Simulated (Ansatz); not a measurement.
CBrFI, SMILES F[C](Br)I, a geometry optimisation

Program: the Python package of Ansatz (0.2.0).

Typed at the interpreter:
```pycon
>>> import ansatz as az
>>> import numpy as np
>>> import pandas as pd
>>> GEOMETRY = """
... F     1.42960   -0.13770    0.55630
... C     0.11710   -0.04510    0.06490
... Br   -1.12340   -1.36620    0.50080
... I    -0.36780    1.48870   -1.14240
... """
>>> cbrfi = az.Crystal.molecule()
>>> for line in GEOMETRY.strip().splitlines():
...     symbol, *xyz = line.split()
...     cbrfi = cbrfi.atom(symbol, [float(v) for v in xyz])
...
>>> setup = (
...     cbrfi.calculation()
...     .basis(gaussian="def2-SVP")
...     .functional("cam_b3lyp")
...     .spin("collinear", total=1)
...     .scf(lower_state_search="light")
... )
>>> symbols = [site.symbol for site in cbrfi.cartesian_sites]
>>> start = np.array([site.position_ang for site in cbrfi.cartesian_sites], dtype=float)
>>> def progress(event):
...     if event["event"] == "relax_step":
...         row = event["data"]
...         print(f"step {row['step']:3d}  E = {row['lagrangian_ev']:.6f} eV  largest force component {row['allowed_force_max_ev_ang']:.4f} eV/A")
...
>>> report = setup.relax(force_tolerance=0.005, max_steps=100).session().plan().execute(on_event=progress).report
step   1  E = -81889.292707 eV  largest force component 2.8246 eV/A
step   2  E = -81889.448013 eV  largest force component 1.2641 eV/A
step   3  E = -81889.538495 eV  largest force component 0.6265 eV/A
step   4  E = -81889.580085 eV  largest force component 0.7078 eV/A
step   5  E = -81889.609125 eV  largest force component 0.1895 eV/A
step   6  E = -81889.611373 eV  largest force component 0.0780 eV/A
step   7  E = -81889.611701 eV  largest force component 0.0443 eV/A
step   8  E = -81889.611460 eV  largest force component 0.0868 eV/A
step   9  E = -81889.611749 eV  largest force component 0.0081 eV/A
step  10  E = -81889.611758 eV  largest force component 0.0007 eV/A
>>> end = np.array(report["positions_ang"])
>>> print("reference energy %16.6f eV" % report["reference_energy_ev"])
reference energy    -81889.611856 eV
>>> print("total energy     %16.6f eV" % report["free_energy_ev"])
total energy        -81889.611856 eV
>>> print("occupied orbitals outside the frozen core (up, down):", report["n_occupied"], " frozen:", report["n_frozen"], " virtual:", report["n_virtual"])
occupied orbitals outside the frozen core (up, down): [38, 37]  frozen: 0  virtual: [48, 49]
>>> print("final positions (A) and the move of each atom")
final positions (A) and the move of each atom
>>> for symbol, xyz, old in zip(symbols, end, start):
...     print(f"{symbol:2s} {xyz[0]:10.5f} {xyz[1]:10.5f} {xyz[2]:10.5f}   {np.linalg.norm(xyz - old):7.4f}")
...
F     1.34671   -0.20222    0.44671    0.1518
C     0.07237    0.07670    0.29015    0.2599
Br   -1.04611   -1.42404    0.46249    0.1039
I    -0.31746    1.48927   -1.21975    0.0923
>>> charges = report["charge_distribution"]
>>> table = pd.DataFrame({"atom": symbols, "mulliken": charges["mulliken_charges_e"], "lowdin": charges["lowdin_charges_e"]})
>>> table.round(3)
  atom  mulliken  lowdin
0    F    -0.125   0.114
1    C     0.035  -0.464
2   Br     0.001   0.169
3    I     0.089   0.180
>>> print("dipole (e A):", np.round(charges["dipole_moment_e_ang"], 4) + 0.0)
dipole (e A): [-0.0966  0.0286 -0.102 ]
>>> with open("cbrfi_opt.xyz", "w") as handle:
...     handle.write(f"{len(symbols)}\nrelaxed CBrFI\n")
...     handle.writelines(f"{s:2s} {x:11.6f} {y:11.6f} {z:11.6f}\n" for s, (x, y, z) in zip(symbols, end))
...
16
```

File `cbrfi_opt.xyz` afterwards:
```text
4
relaxed CBrFI
F     1.346706   -0.202224    0.446708
C     0.072371    0.076701    0.290147
Br   -1.046113   -1.424042    0.462494
I    -0.317464    1.489266   -1.219749
```

What to keep in mind:
- These settings explore the input space; basis and method may be short of convergence.
- The end point is the stationary point reached from this start; no frequency run checks that it is a minimum, and the basis set is modest.
- def2 sets replace the cores of elements past krypton by effective core potentials.
- The run takes the species as open-shell (spin multiplicity 2), which needn't be its ground state.
- The Löwdin charges here are taken after orthogonalising the functions within each atom; they differ from plain Löwdin charges, and their signs can be unphysical.
- Run time: 95 s on 1 thread of Arm Neoverse V1, with other jobs on the host, peak memory 0.45 GiB.
